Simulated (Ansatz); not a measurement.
# GeF₄ + H₂: a complex and its separated parts, part 3 of 3

Ansatz 0.2.0, Gaussian basis. Earlier steps stand in the parts before.

### Step 18. RPA on PBE/def2-TZVPP

The inputs:

parta/in.yaml

```yaml
crystal:
  periodic: [false, false, false]
  atoms:
    - {symbol: Ge, position_ang: [-0.804378, -0.030757, -0.736620]}
    - {symbol: F, position_ang: [-1.603338, -1.415684, -1.288716]}
    - {symbol: F, position_ang: [-1.442645, 1.333276, -1.506813]}
    - {symbol: F, position_ang: [-1.017527, 0.114334, 0.935115]}
    - {symbol: F, position_ang: [0.845961, -0.154957, -1.086103]}
basis:
  gaussian: {orbitals: def2-TZVPP}
hamiltonian: {xc: pbe}
correlation: {method: rpa}
```

partb/in.yaml

```yaml
crystal:
  periodic: [false, false, false]
  atoms:
    - {symbol: H, position_ang: [1.760279, 0.113504, 2.115327]}
    - {symbol: H, position_ang: [2.261748, 0.040382, 1.567711]}
basis:
  gaussian: {orbitals: def2-TZVPP}
hamiltonian: {xc: pbe}
correlation: {method: rpa}
```

The same command starts each run, in its folder.

Started as:

```sh
$ ansatz run in.yaml --threads 4 --pin off --events-out ev --progress --plain --max-ram 9574MiB
```

Log of parta, shortened:

```text
Functional definition: PBE
  name "PBE"
  cite "Perdew, Burke & Ernzerhof, Phys. Rev. Lett. 77, 3865 (1996) doi:10.1103/PhysRevLett.77.3865"
  parent pbe
[...]
1155 factors; integrals over basis functions are off by at most 5.2e-4 eV
[...]
mean field -67376.01248258 eV, -2476.0227896334 hartree, gradient 5.7e-7 eV, S^2 0.000000; 0 other end points of the search recorded, 0 dependent functions left out
13 core orbitals not correlated: weight in the atoms' cores, before any rotation towards them, 1.000 or more for the frozen orbitals, at most 0.000 for the correlated occupied ones
reference -67304.15264532 eV, -2473.3819893223 hartree; 21, 21 occupied and 138, 138 virtual orbitals, 1155 factors
Total energy: -67353.61897496 eV, -2475.1998434071 hartree
```

Output in partb, shortened:

```text
Functional definition: PBE
  name "PBE"
  cite "Perdew, Burke & Ernzerhof, Phys. Rev. Lett. 77, 3865 (1996) doi:10.1103/PhysRevLett.77.3865"
  parent pbe
[...]
145 factors; integrals over basis functions are off by at most 7.3e-4 eV
[...]
mean field -31.73220970 eV, -1.1661371976 hartree, gradient 1.4e-6 eV, S^2 0.000000; 0 other end points of the search recorded, 0 dependent functions left out
reference -30.80642227 eV, -1.1321151369 hartree; 1, 1 occupied and 27, 27 virtual orbitals, 145 factors
Total energy: -32.86230770 eV, -1.2076675333 hartree
```

Times: 2.6 s (parta), 0.1 s (partb) on 4 threads of Arm Neoverse V2, shared host.

### Step 19. CCSD(T)/def2-TZVPP

The same edit goes into each in.yaml of step 18 (parta, partb):

```diff
-hamiltonian: {xc: pbe}
-correlation: {method: rpa}
+correlation: {method: ccsd_t}
```

One command serves all of them, each in its own folder.

Started as:

```sh
$ ansatz run in.yaml --threads 4 --pin off --events-out ev --progress --plain --max-ram 9574MiB
```

Log of parta, shortened:

```text
Functional definition: HF
  name "HF"
  cite "Fock, Z. Phys. 61, 126 (1930) doi:10.1007/BF01340294"
  parent pbe
[...]
1155 factors; integrals over basis functions are off by at most 5.2e-4 eV
[...]
mean field -67306.54783047 eV, -2473.4700107532 hartree, gradient 3.2e-6 eV, S^2 0.000000; 0 other end points of the search recorded, 0 dependent functions left out
13 core orbitals not correlated: weight in the atoms' cores, before any rotation towards them, 1.000 or more for the frozen orbitals, at most 0.000 for the correlated occupied ones
reference -67306.54783047 eV, -2473.4700107532 hartree; 21, 21 occupied and 138, 138 virtual orbitals, 1155 factors
second order -33.70350215 eV of doubles, -0.00000000 eV of singles
cycle   1  -32.59538351 eV  change     1.1e0 eV  update   1.2e-1
[...]
cycle   9  -33.43239539 eV  change    6.6e-6 eV  update   6.1e-6
perturbative correction -1.00669611 eV, -0.0369953996 hartree
Total energy: -67340.98692198 eV, -2474.7356240223 hartree
```

Output in partb, shortened:

```text
Functional definition: HF
  name "HF"
  cite "Fock, Z. Phys. 61, 126 (1930) doi:10.1007/BF01340294"
  parent pbe
[...]
145 factors; integrals over basis functions are off by at most 7.3e-4 eV
[...]
mean field -30.82772469 eV, -1.1328979865 hartree, gradient 4.2e-7 eV, S^2 0.000000; 0 other end points of the search recorded, 0 dependent functions left out
reference -30.82772469 eV, -1.1328979865 hartree; 1, 1 occupied and 27, 27 virtual orbitals, 145 factors
second order -0.86257021 eV of doubles, -0.00000000 eV of singles
cycle   1  -1.00722180 eV  change   -1.4e-1 eV  update   2.6e-2
[...]
cycle   7  -1.07306479 eV  change    5.1e-7 eV  update   4.1e-7
perturbative correction -0.00000000 eV, -0.0000000000 hartree
Total energy: -31.90078948 eV, -1.1723323903 hartree
```

They took 11 s (parta), 0.1 s (partb) on 4 threads of Arm Neoverse V2, shared host; peak memory 1.1 GiB.

### Step 20. Vibrations of GeF₄

vib-parta/in.yaml

```yaml
crystal:
  periodic: [false, false, false]
  atoms:
    - {symbol: Ge, position_ang: [-0.804378, -0.030757, -0.736620]}
    - {symbol: F, position_ang: [-1.603338, -1.415684, -1.288716]}
    - {symbol: F, position_ang: [-1.442645, 1.333276, -1.506813]}
    - {symbol: F, position_ang: [-1.017527, 0.114334, 0.935115]}
    - {symbol: F, position_ang: [0.845961, -0.154957, -1.086103]}
basis:
  gaussian: {orbitals: def2-TZVP}
hamiltonian: {xc: pbe0, dispersion: d4}
phonons: {temperatures: {t_min: 298.15, t_max: 900, t_step: 200}}
```

Started as:

```sh
$ ansatz run in.yaml --threads 4 --pin off --events-out ev --progress --plain --max-ram 9574MiB
```

Standard output, shortened:

```text
Functional definition: PBE0
  name "PBE0"
  cite "Adamo & Barone, J. Chem. Phys. 110, 6158 (1999) doi:10.1063/1.478522"
  cite "Perdew, Burke & Ernzerhof, Phys. Rev. Lett. 77, 3865 (1996) doi:10.1103/PhysRevLett.77.3865"
  parent pbe
[...]
1025 factors; their error is unknown
[...]
mean field -67377.32479768 eV, -2476.0710163236 hartree, gradient 3.1e-5 eV, S^2 0.000000; 0 other end points of the search recorded, 0 dependent functions left out
[...]
Atom 2 at    -1.442645     1.333276    -1.506813 Å, force    -0.000129    -0.000024    -0.000116 eV/Å
Atom 3 at    -1.017527     0.114334     0.935115 Å, force     0.000281    -0.000020    -0.000051 eV/Å
Atom 4 at     0.845961    -0.154957    -1.086103 Å, force    -0.000027     0.000024     0.000284 eV/Å
Dipole moment:     0.000016     0.000000     0.000015 e Å
Vibrations: 198.14 198.18 267.39 267.41 267.41 730.96 799.05 799.07 799.08 cm⁻¹, zero-point energy 0.268221 eV
```

Wall time 17 s (4 threads of Arm Neoverse V2, shared host).

The modes, with what each moves most:

```
mode  wavenumber (cm⁻¹)     character
   1                198          bend
   2                198          bend
   3                267          bend
   4                267          bend
   5                267          bend
   6                731  Ge–F stretch
   7                799  Ge–F stretch
   8                799  Ge–F stretch
   9                799  Ge–F stretch
```

Vibrational sums (real modes only):

```
T (K)  entropy (J/mol/K)  heat capacity (J/mol/K)
  298               42.0                     48.6
  498               70.6                     62.0
  698               92.5                     67.6
  898              109.9                     70.3
```

### Step 21. Vibrations of H₂

vib-partb/in.yaml

```yaml
crystal:
  periodic: [false, false, false]
  atoms:
    - {symbol: H, position_ang: [1.760279, 0.113504, 2.115327]}
    - {symbol: H, position_ang: [2.261748, 0.040382, 1.567711]}
basis:
  gaussian: {orbitals: def2-TZVP}
hamiltonian: {xc: pbe0, dispersion: d4}
phonons: {temperatures: {t_min: 298.15, t_max: 900, t_step: 200}}
```

Started as:

```sh
$ ansatz run in.yaml --threads 4 --pin off --events-out ev --progress --plain --max-ram 9574MiB
```

Standard output, shortened:

```text
Functional definition: PBE0
  name "PBE0"
  cite "Adamo & Barone, J. Chem. Phys. 110, 6158 (1999) doi:10.1063/1.478522"
  cite "Perdew, Burke & Ernzerhof, Phys. Rev. Lett. 77, 3865 (1996) doi:10.1103/PhysRevLett.77.3865"
  parent pbe
[...]
88 factors; their error is unknown
[...]
mean field -31.78865276 eV, -1.1682114416 hartree, gradient 1.8e-5 eV, S^2 0.000000; 0 other end points of the search recorded, 0 dependent functions left out
[...]
reference -31.78855661 eV, -1.1682079083 hartree; 1, 1 occupied and 11, 11 virtual orbitals, 88 factors
Total energy: -31.79027516 eV, -1.1682710639 hartree
Atom 0 at     1.760279     0.113504     2.115327 Å, force     0.000181    -0.000026    -0.000198 eV/Å
Atom 1 at     2.261748     0.040382     1.567711 Å, force    -0.000181     0.000026     0.000198 eV/Å
Dipole moment:     0.000000    -0.000000    -0.000000 e Å
Vibrations: 4414.96 cm⁻¹, zero-point energy 0.273693 eV
```

Run time: 0.2 s. Hardware: 4 threads of Arm Neoverse V2, shared host.

The modes, with what each moves most:

```
mode  wavenumber (cm⁻¹)    character
   1               4415  H–H stretch
```

Vibrational sums (real modes only):

```
T (K)  entropy (J/mol/K)  heat capacity (J/mol/K)
  298                0.0                      0.0
  498                0.0                      0.0
  698                0.0                      0.1
  898                0.1                      0.4
```

### Step 22. Complex less separated parts

The complex's own energies come from single points at the same levels.

Rows are in def2-TZVPP; times add the 3 runs of a level on a shared host, so small differences are noise.

Differences are taken before rounding.

```
      method                    rung  complex less parts (kJ/mol)  from CCSD(T) (kJ/mol)     time
       SPW92                     LDA                        -3.98                  -2.48    1.6 s
      PBE-D4                     GGA                        -2.91                  -1.41    2.6 s
     BLYP-D4                     GGA                        -1.57                  -0.08    2.7 s
   r2SCAN-D4                meta-GGA                        -1.58                  -0.09    5.4 s
      B97M-V                meta-GGA                        -1.88                  -0.39     11 s
     PBE0-D4                  hybrid                        -2.44                  -0.95    3.8 s
    B3LYP-D4                  hybrid                        -1.90                  -0.41    4.2 s
  r2SCAN0-D4                  hybrid                        -1.72                  -0.23    6.8 s
    BHLYP-D4                  hybrid                        -2.26                  -0.77    3.7 s
CAM-B3LYP-D4  range-separated hybrid                        -2.33                  -0.84    4.3 s
     wB97X-V  range-separated hybrid                        -2.25                  -0.76    9.7 s
     wB97M-V  range-separated hybrid                        -2.07                  -0.58     11 s
      B2PLYP           double hybrid                        -0.57                  +0.92    6.8 s
    PBE-QIDH           double hybrid                        -1.08                  +0.41    6.8 s
  RPA on PBE                     RPA                        -1.06                  +0.43    6.4 s
Hartree-Fock            wavefunction                         0.41                  +1.90         
         MP2            wavefunction                        -1.29                  +0.21         
        CCSD            wavefunction                        -1.26                  +0.24         
     CCSD(T)            wavefunction                        -1.50                      0  2.6 min
```

Among the levels timed on like hardware and quicker than the yardstick, those that no quicker one beats, quickest first: SPW92 (1.6 s, -2.48 kJ/mol); PBE-D4 (2.6 s, -1.41 kJ/mol); BLYP-D4 (2.7 s, -0.08 kJ/mol).

BLYP-D4 reaches 0.08 kJ/mol from the reference in 2.7 s, where CCSD(T) took 2.6 min; the quickest level in the cost chart, SPW92, takes 1.6 s and misses by 2.48 kJ/mol.

The complex's zero-point energy, from a separate PBE0-D4 run, is 0.570 eV.

### Step 23. Results

This closing draws on all 3 parts.

```
                              quantity         value
complex less parts, CCSD(T)/def2-TZVPP  -1.50 kJ/mol
                with zero-point energy  +1.19 kJ/mol
                 largest T1 diagnostic         0.012
```

**Reading.** At CCSD(T) the complex lies 1.50 kJ/mol below its parts. BLYP-D4 is the best functional here (-0.08 kJ/mol from CCSD(T)); SPW92 is the worst (-2.48 kJ/mol). By rung, the mean size of the error is: LDA 2.48, GGA 0.75, meta-GGA 0.24, hybrid 0.59, range-separated hybrid 0.72, double hybrid 0.67 kJ/mol. The double hybrids carry no dispersion term here, unlike the levels marked D4 or V. PBE-D4 gives a relative energy 1.41 kJ/mol too low, an error of 95 % of the reference. The complex's frequency run has imaginary modes: the structure is no minimum, so both the energy and the zero-point correction are in doubt. No counterpoise was applied, and triple zeta lacks some correlation, so the CCSD(T) reference has a basis error of its own, and close matches with it are partly luck.
